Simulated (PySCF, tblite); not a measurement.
**C4H4F3N3: dynamics, then NMR shifts on frames**

Aim: move C4H4F3N3 (`Cn1cnc(C(F)(F)F)n1`) away from its starting geometry and see how NMR shifts follow the geometry.

Programs: tblite 0.8.0 and PySCF 2.14.0, with density-fitted response routines of our own. Each step states its level of theory. These are calculated values for one molecule in the gas phase, unless marked as measured. Atoms count from 0, in the outputs and in this text.

## (1) Starting geometry

14 atoms, charge 0, multiplicity 1; geometry from: GFN2-xTB.

Bonds of the start (Å): C0–N1 1.43, N1–C2 1.34, C2–N3 1.31, N3–C4 1.35, C4–C5 1.49, C5–F6 1.34, C5–F7 1.34, C5–F8 1.34, C4–N9 1.32, N9–N1 1.33, C0–H10 1.09, C0–H11 1.09, C0–H12 1.09, C2–H13 1.07.

## (2) A short Langevin run with GFN2-xTB

What the job is given:

```
{"job": {"kind": "md", "xc": "GFN2-xTB", "basis": "xTB", "temperature": 300, "steps": 2000, "every": 50, "frames": 5}, "charge": 0, "multiplicity": 1}
C     -2.280794     0.681780     0.223018
N     -1.012062     0.046305     0.018365
C     -0.731381    -1.225729    -0.313009
N      0.567381    -1.401708    -0.372736
C      1.056009    -0.186268    -0.060419
C      2.513871     0.121326    -0.014047
F      2.766723     1.264489     0.633254
F      3.216554    -0.837418     0.600175
F      3.038329     0.252800    -1.244500
N      0.125228     0.713633     0.179944
H     -2.128247     1.758039     0.177332
H     -2.982432     0.371659    -0.549938
H     -2.683206     0.420019     1.203369
H     -1.466652    -1.979401    -0.502974
```

With the program's defaults for keys left out, this is: GFN2-xTB Langevin dynamics, gas phase.

The run is started by

```console
> OMP_NUM_THREADS=1 python probes_run.py task.json out
```

The driver reads the jobs from task.json and runs them one after another.

The log of the run:

```text
t/fs     T/K      E/eV
    0.0   232.4   -913.79818
   25.0   196.1   -913.63827
   50.0   171.5   -913.50475
   75.0   145.3   -913.42299
  100.0   202.5   -913.41384
  125.0   200.8   -913.44879
  150.0   227.5   -913.51657
  175.0   274.4   -913.56788
  200.0   184.0   -913.41072
  225.0   222.5   -913.46098
  250.0   273.7   -913.56062
  275.0   201.7   -913.41065
  300.0   221.9   -913.49563
  325.0   280.4   -913.49181
  350.0   372.5   -913.46674
  375.0   284.2   -913.42733
  400.0   309.0   -913.33293
  425.0   349.7   -913.23511
  450.0   432.0   -913.33110
  475.0   285.6   -913.32097
  500.0   332.8   -913.50539
  525.0   246.8   -913.40572
  550.0   282.5   -913.42584
  575.0   264.1   -913.26916
  600.0   328.5   -913.48433
  625.0   131.6   -913.42631
  650.0   262.9   -913.58309
  675.0   188.9   -913.51800
  700.0   193.9   -913.41556
  725.0   183.5   -913.57550
  750.0   218.2   -913.50249
  775.0   173.1   -913.35489
  800.0   216.0   -913.17693
  825.0   310.6   -913.28319
  850.0   249.6   -913.29681
  875.0   296.2   -913.26713
  900.0   245.4   -913.22569
  925.0   341.9   -913.32706
  950.0   330.6   -913.30171
  975.0   287.6   -913.34521
 1000.0   294.5   -913.20477
```

Run time: 18 s. Hardware: 1 thread of Arm Neoverse N1, shared host; peak memory 0.18 GiB.

Distance from the start (root mean square after alignment): 0 fs 0.00 Å, 200 fs 0.40 Å, 400 fs 0.17 Å, 600 fs 0.25 Å, 800 fs 0.66 Å, 1000 fs 0.99 Å.

Positions (Å) and forces (eV/Å) at 1000 fs:

```xyz
14

C    -2.145   -0.131    0.968    2.899    3.124    0.708
N    -0.790   -0.405    0.463   -1.326   -2.006   -0.335
C    -0.228   -1.478   -0.168   -0.074    0.516    0.634
N     1.072   -1.399   -0.129    0.610    0.406    0.944
C     1.301   -0.278    0.634   -0.519   -0.428   -1.222
C     2.637    0.262    1.051   -1.185    0.050   -0.038
F     2.658    0.567    2.365   -0.331    0.809   -0.222
F     3.583   -0.616    0.952    1.287   -1.182   -0.664
F     2.971    1.316    0.281    0.097    0.157    0.570
N     0.169    0.323    0.909    1.283    1.897    1.659
H    -2.853   -0.819    0.718   -1.618   -1.651   -1.080
H    -2.061   -0.090    2.080   -0.072    0.025   -0.681
H    -2.322    0.929    0.608   -0.397   -1.211    0.420
H    -0.720   -2.358   -0.448   -0.655   -0.506   -0.693
```

## (3) Nuclear shieldings: 250 fs, PBE0/pcSseg-1

What the job is given:

```
{"job": {"kind": "nmr", "xc": "PBE0", "basis": "pcSseg-1", "pop": false}, "charge": 0, "multiplicity": 1}
C     -2.343600     0.325100     0.763800
N     -1.123200    -0.282000     0.337600
C     -0.870900    -1.387200    -0.389400
N      0.457400    -1.504900    -0.541200
C      0.933800    -0.427200     0.083100
C      2.403900    -0.105300     0.073200
F      2.565400     0.900000     0.928400
F      3.241700    -1.105300     0.437500
F      2.747900     0.314600    -1.153900
N      0.029900     0.307000     0.677500
H     -2.254100     0.868000     1.679700
H     -2.741800     0.940300    -0.064400
H     -3.086300    -0.465100     1.054600
H     -1.593900    -2.092600    -0.722400
```

Level: GIAO PBE0/pcSseg-1 NMR shielding, non-relativistic, gas phase.

The log of the run:

```text
coarse grid: 13272 points
cycle   1  E = -617.6687270281  dE =  2.055e+00  |g| = 9.550e-01  |ddm| = 3.588e+00
cycle   2  E = -617.4779166730  dE =  1.908e-01  |g| = 1.470e+00  |ddm| = 1.333e+00
cycle   3  E = -617.8305851043  dE = -3.527e-01  |g| = 9.996e-02  |ddm| = 7.993e-01
cycle   4  E = -617.8310931643  dE = -5.081e-04  |g| = 8.459e-02  |ddm| = 1.147e-01
cycle   5  E = -617.8325634822  dE = -1.470e-03  |g| = 1.715e-02  |ddm| = 6.689e-02
cycle   6  E = -617.8326146148  dE = -5.113e-05  |g| = 6.080e-03  |ddm| = 1.382e-02
cycle   7  E = -617.8326217574  dE = -7.143e-06  |g| = 1.759e-03  |ddm| = 5.098e-03
final grid: 134112 points
cycle   8  E = -617.9057964890  dE = -5.137e-05  |g| = 6.767e-03  |ddm| = 2.858e-02
cycle   9  E = -617.9057926654  dE =  3.824e-06  |g| = 8.466e-03  |ddm| = 1.120e-02
cycle  10  E = -617.9058063361  dE = -1.367e-05  |g| = 1.297e-03  |ddm| = 6.036e-03
cycle  11  E = -617.9058066372  dE = -3.011e-07  |g| = 4.545e-04  |ddm| = 1.228e-03
cycle  12  E = -617.9058066754  dE = -3.823e-08  |g| = 1.911e-04  |ddm| = 4.452e-04
cycle  13  E = -617.9058066821  dE = -6.723e-09  |g| = 4.987e-05  |ddm| = 1.457e-04
cycle  14  E = -617.9058066825  dE = -4.084e-10  |g| = 1.859e-05  |ddm| = 3.889e-05
converged SCF energy = -617.9058066825

GIAO shielding tensors (ppm)
atom      isotropic    diamagn.    paramagn.     s11        s22        s33       span
  0 C      150.360     241.890     -91.531    128.164    133.353    189.561     61.397
  1 N       31.421     335.347    -303.926    -93.021     59.764    127.520    220.541
  2 C       34.674     253.139    -218.466    -36.454     31.642    108.833    145.288
  3 N      -39.405     331.719    -371.124   -234.801    -99.751    216.336    451.137
  4 C       27.107     261.135    -234.028    -49.141     32.132     98.329    147.470
  5 C       57.411     240.391    -182.980     43.917     59.475     68.840     24.923
  6 F      264.976     472.663    -207.688    186.668    266.339    341.921    155.253
  7 F      249.654     468.106    -218.452    167.035    232.520    349.407    182.372
  8 F      241.166     471.774    -230.607    159.674    236.399    327.426    167.752
  9 N      -75.657     328.331    -403.988   -284.201    -78.962    136.192    420.394
 10 H       27.675      28.842      -1.168     22.784     27.062     33.178     10.394
 11 H       27.369      27.437      -0.068     23.377     24.613     34.117     10.740
 12 H       27.102      26.555       0.547     22.416     26.183     32.706     10.289
 13 H       23.598      31.364      -7.766     20.703     23.791     26.300      5.597
```

Run time: 45 s. Hardware: 1 thread of Arm Neoverse N1, shared host; peak memory 0.92 GiB.

Shifts follow as δ = σ(reference) − σ, with reference shieldings (ppm) from runs at the same level and on the same kind of geometry: ¹H TMS 31.72, ¹³C TMS 186.9, ¹⁹F CFCl3 170.9, ¹⁵N NH3 267.7. The references are single molecules in the gas phase, so shifts against H2O, NH3, PH3, H3PO4 or CFCl3 are not on the usual liquid scales and can be off by tens of ppm. Each atom is listed at this fixed geometry, with no averaging over motion; a spectrum would average atoms that exchange fast.

| atoms | environment | σ (ppm) | δ (ppm) |
| --- | --- | --- | --- |
| C4 | substituted aromatic carbon next to a ring nitrogen | 27.1 | 159.8 |
| C2 | aromatic CH between two ring heteroatoms | 34.7 | 152.3 |
| C5 | CF3 carbon | 57.4 | 129.5 |
| C0 | methyl carbon bonded to N | 150.4 | 36.6 |
| H13 | hydrogen on an aromatic CH between two ring heteroatoms | 23.60 | 8.12 |
| H12 | hydrogen on a methyl carbon bonded to N | 27.10 | 4.62 |
| H11 | hydrogen on a methyl carbon bonded to N | 27.37 | 4.35 |
| H10 | hydrogen on a methyl carbon bonded to N | 27.68 | 4.04 |
| N9 | pyridine-type nitrogen of an azole | -75.7 | 343.4 |
| N3 | pyridine-type nitrogen of an azole | -39.4 | 307.1 |
| N1 | pyrrole-type ring nitrogen | 31.4 | 236.3 |
| F8 | fluorine of a CF3 group | 241.2 | -70.2 |
| F7 | fluorine of a CF3 group | 249.7 | -78.7 |
| F6 | fluorine of a CF3 group | 265.0 | -94.0 |

Ring of atoms N1, C2, N3, C4, N9: NICS(0) -13.1, NICS(1) -12.1, NICS(1)zz -31.2 ppm (means of both faces).

## (4) Shielding tensors: 425 fs, PBE0/pcSseg-1

What the job is given:

```
{"job": {"kind": "nmr", "xc": "PBE0", "basis": "pcSseg-1", "pop": false}, "charge": 0, "multiplicity": 1}
C     -2.463000    -0.282100     0.392400
N     -1.051700    -0.560200     0.274100
C     -0.485400    -1.496900    -0.477800
N      0.806100    -1.288200    -0.561500
C      0.997200    -0.235000     0.230500
C      2.487900     0.017700     0.384200
F      2.667500     0.893600     1.376600
F      3.164800    -1.087500     0.595600
F      2.979300     0.612400    -0.711600
N     -0.095800     0.296300     0.736200
H     -2.452600     0.712300     0.826100
H     -2.964800    -0.094000    -0.525500
H     -3.150600    -0.924600     0.980200
H     -1.004500    -2.316100    -0.894000
```

With the program's defaults for keys left out, this is: GIAO PBE0/pcSseg-1 NMR shielding, non-relativistic, gas phase.

The log of the run:

```text
coarse grid: 13272 points
cycle   1  E = -617.6577438738  dE =  2.147e+00  |g| = 9.527e-01  |ddm| = 3.578e+00
cycle   2  E = -617.4844518645  dE =  1.733e-01  |g| = 1.433e+00  |ddm| = 1.289e+00
cycle   3  E = -617.8171833000  dE = -3.327e-01  |g| = 9.350e-02  |ddm| = 7.715e-01
cycle   4  E = -617.8175574003  dE = -3.741e-04  |g| = 8.175e-02  |ddm| = 1.107e-01
cycle   5  E = -617.8189282266  dE = -1.371e-03  |g| = 1.684e-02  |ddm| = 6.394e-02
cycle   6  E = -617.8189777153  dE = -4.949e-05  |g| = 5.821e-03  |ddm| = 1.352e-02
cycle   7  E = -617.8189842875  dE = -6.572e-06  |g| = 1.827e-03  |ddm| = 5.012e-03
final grid: 134112 points
cycle   8  E = -617.8915390269  dE = -5.061e-05  |g| = 6.809e-03  |ddm| = 2.795e-02
cycle   9  E = -617.8915345551  dE =  4.472e-06  |g| = 8.614e-03  |ddm| = 1.122e-02
cycle  10  E = -617.8915489893  dE = -1.443e-05  |g| = 1.415e-03  |ddm| = 6.196e-03
cycle  11  E = -617.8915493671  dE = -3.778e-07  |g| = 4.330e-04  |ddm| = 1.311e-03
cycle  12  E = -617.8915494009  dE = -3.386e-08  |g| = 1.877e-04  |ddm| = 4.255e-04
cycle  13  E = -617.8915494073  dE = -6.415e-09  |g| = 5.365e-05  |ddm| = 1.433e-04
cycle  14  E = -617.8915494078  dE = -4.718e-10  |g| = 1.912e-05  |ddm| = 4.218e-05
converged SCF energy = -617.8915494078

GIAO shielding tensors (ppm)
atom      isotropic    diamagn.    paramagn.     s11        s22        s33       span
  0 C      154.512     243.836     -89.324    128.125    140.139    195.272     67.148
  1 N       35.798     334.557    -298.759    -87.361     75.394    119.362    206.722
  2 C       35.366     252.887    -217.521    -41.101     30.832    116.369    157.470
  3 N      -38.673     332.665    -371.338   -220.495   -107.952    212.429    432.924
  4 C       25.209     258.368    -233.158    -49.864     22.290    103.202    153.066
  5 C       59.920     241.404    -181.484     46.227     63.380     70.155     23.928
  6 F      269.032     471.196    -202.164    187.750    265.346    353.999    166.249
  7 F      249.347     468.314    -218.968    192.032    233.307    322.701    130.670
  8 F      242.452     471.718    -229.267    163.097    227.504    336.754    173.656
  9 N      -73.301     325.831    -399.132   -274.981    -67.447    122.524    397.505
 10 H       27.464      29.483      -2.019     21.693     27.525     33.173     11.481
 11 H       28.806      29.639      -0.833     24.466     26.445     35.507     11.041
 12 H       27.500      26.477       1.023     23.852     24.388     34.261     10.409
 13 H       23.960      31.508      -7.548     20.870     24.017     26.993      6.123
```

It took 43 s on 1 thread of Arm Neoverse N1, shared host; peak memory 0.84 GiB.

This run: δ C4 161.7, C2 151.6, C5 127.0, C0 32.4, H13 7.76, H10 4.25 ppm.

(Part 1 of 2 ends here.)
